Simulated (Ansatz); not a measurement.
# Si3C: how the settings move a single-point run

Question: which choices in the input matter for Si3C? The cell is built on a prototype (ordering on diamond) and needn't be the phase found in nature.

Computed with Ansatz 0.2.0 (reference: DFT, PBE, plane waves, PAW, unless a step's input says otherwise).

1 further run of the same task is left out (it didn't finish).

## (1) Starting point

It takes space group R3m (No. 160, trigonal). Conventional cell: a = 3.397 Å, b = 3.397 Å, c = 17.613 Å, α = 90.00°, β = 90.00°, γ = 120.00°. C (site symmetry 3m) is surrounded by 4 Si at 1.91 to 2.04 Å. Si (site symmetry 3m) is surrounded by 4 Si at 2.23 to 2.34 Å. Si (site symmetry 3m) is surrounded by 3 C at 2.04 Å and 1 Si at 2.34 Å. Si (site symmetry 3m) has 1 C at 1.91 Å as nearest neighbours.

Coordinates:

```cif
data_structure
_symmetry_space_group_name_H-M 'R3m:H'
_symmetry_Int_Tables_number 160
_cell_length_a 3.3972
_cell_length_b 3.3972
_cell_length_c 17.6127
_cell_angle_alpha 90.000
_cell_angle_beta 90.000
_cell_angle_gamma 120.000
_cell_volume 176.04
loop_
_atom_site_label
_atom_site_type_symbol
_atom_site_symmetry_multiplicity
_atom_site_Wyckoff_symbol
_atom_site_fract_x
_atom_site_fract_y
_atom_site_fract_z
_atom_site_occupancy
C1 C 3 a 0.00000 0.00000 0.00103 1
Si1 Si 3 a 0.33333 0.66667 0.17005 1
Si2 Si 3 a 0.33333 0.66667 0.30279 1
Si3 Si 3 a 0.00000 0.00000 0.10947 1
```

## (2) Reference

Input file input.yaml:

```yaml
crystal:
  lattice:
    - [1.6986113246, 0.9806937055, 5.8709154094]
    - [-1.6986113246, 0.9806937055, 5.8709154094]
    - [0.0, -1.961387411, 5.8709154094]
  atoms:
    - { symbol: C, position: [0.9989692349, -0.0010307651, -0.0010307651] }
    - { symbol: Si, position: [0.4966196746, 0.4966196746, 0.4966196746] }
    - { symbol: Si, position: [0.3638779033, 0.3638779033, 0.3638779033] }
    - { symbol: Si, position: [0.8905331871, 0.8905331871, 0.8905331871] }
kpoints:
  mp_grid: { grid: [6, 6, 6] }
hamiltonian:
  xc: pbe
scf:
  occupations: { method: fermi_dirac, width: 0.02 }
  n_extra_bands: 5
output:
  forces: true
  stress: true
  eigenvalues: true
```

Command:

```
$ ansatz run input.yaml --threads 4 --pin off --max-ram 3686MiB --backend cpu --events-out ev --progress --plain --runs-dir out
```

## (3) Changed: occupations.width 0.001

Changes to input.yaml since step 2:

```diff
@@ -15,3 +15,3 @@
 scf:
-  occupations: { method: fermi_dirac, width: 0.02 }
+  occupations: { method: fermi_dirac, width: 0.001 }
   n_extra_bands: 5
```

## (4) Changed: dispersion d4

Changes to input.yaml since step 2:

```diff
@@ -14,2 +14,3 @@
   xc: pbe
+  dispersion: d4
 scf:
```

## (5) Changing settings: ecutrho_ratio 12

Changes to input.yaml since step 2:

```diff
@@ -17,2 +17,3 @@
   n_extra_bands: 5
+  max_iter: 59
 output:
@@ -21 +22,3 @@
   eigenvalues: true
+basis:
+  ecutrho_ratio: 12
```

## (6) The same system, input altered

Changes to input.yaml since step 2:

```diff
@@ -17,2 +17,3 @@
   n_extra_bands: 5
+  max_iter: 66
 output:
@@ -21 +22,4 @@
   eigenvalues: true
+magnetization:
+  spin_polarized: true
+  initial_magnetization: 0.5
```

## (8) Changed: mp_grid.shift [0, 0, 0.5]

Changes to input.yaml since step 2:

```diff
@@ -11,3 +11,3 @@
 kpoints:
-  mp_grid: { grid: [6, 6, 6] }
+  mp_grid: { grid: [6, 6, 6], shift: [0, 0, 0.5] }
 hamiltonian:
```

(Steps that only read results are left out.)

What does the calculation give? Wanted: for each run, ending; energy change; pressure; gap; force.

The runs gave:

| run | ending | energy change | pressure (GPa) | gap (eV) | force (eV/Å) | cycles | time |
| --- | --- | --- | --- | --- | --- | --- | --- |
| reference | converged | 0 | 1.9 | 0.00 | 0.13 | 6 | 1.2 s |
| 1: occupations.width 0.001 | converged | +0.1 meV/atom (σ→0) | 1.9 | 0.00 | 0.13 | 6 | 1.2 s |
| 2: dispersion d4 | converged | -339.0 meV/atom (offset of the dispersion model) | -1.0 | 0.00 | 0.08 | 6 | 1.3 s |
| 3: ecutrho_ratio 12 | converged | 0.0 meV/atom | 1.9 | 0.00 | 0.13 | 6 | 1.4 s |
| 4: spin_polarized true, initial_magnetization 0.5 | converged | 0.0 meV/atom | 1.9 | 0.00 | 0.13 | 17 | 4.5 s |
| 5: mp_grid.shift [0, 0, 0.5] | converged | -7.8 meV/atom | 1.7 | 0.00 | 0.26 | 6 | 2.1 s |

Residual by cycle in the longest SCF loop of each run; runs are numbered as in the table. The quantity is the density residual dr2, in eV.

| cycle | reference | run 1 | run 2 | run 3 | run 4 | run 5 |
| --- | --- | --- | --- | --- | --- | --- |
| 1 | 0.0274 | 0.0287 | 0.0274 | 0.0274 | 4.56 | 0.0304 |
| 2 | 8.5e-4 | 0.00157 | 8.5e-4 | 8.5e-4 | 2.64 | 9.8e-4 |
| 4 | 5.8e-5 | 8.8e-5 | 5.8e-5 | 5.8e-5 | 0.0855 | 7.1e-5 |
| 5 | 1.2e-6 | 2.8e-6 | 1.2e-6 | 1.1e-6 | 0.0113 | 1.2e-6 |
| 7 | - | - | - | - | 1.7e-4 | - |
| 8 | - | - | - | - | 9.6e-6 | - |
| 10 | - | - | - | - | 1.2e-5 | - |
| 11 | - | - | - | - | 3.3e-6 | - |
| 13 | - | - | - | - | 2.2e-7 | - |
| 14 | - | - | - | - | 1.3e-8 | - |
| 16 | - | - | - | - | 1.2e-11 | - |
| 17 | - | - | - | - | 1.3e-12 | - |

**Reading.** Of the variants the dearest is «spin_polarized true, initial_magnetization 0.5» (4.5 s), the cheapest «occupations.width 0.001» (1.2 s), on a shared host.
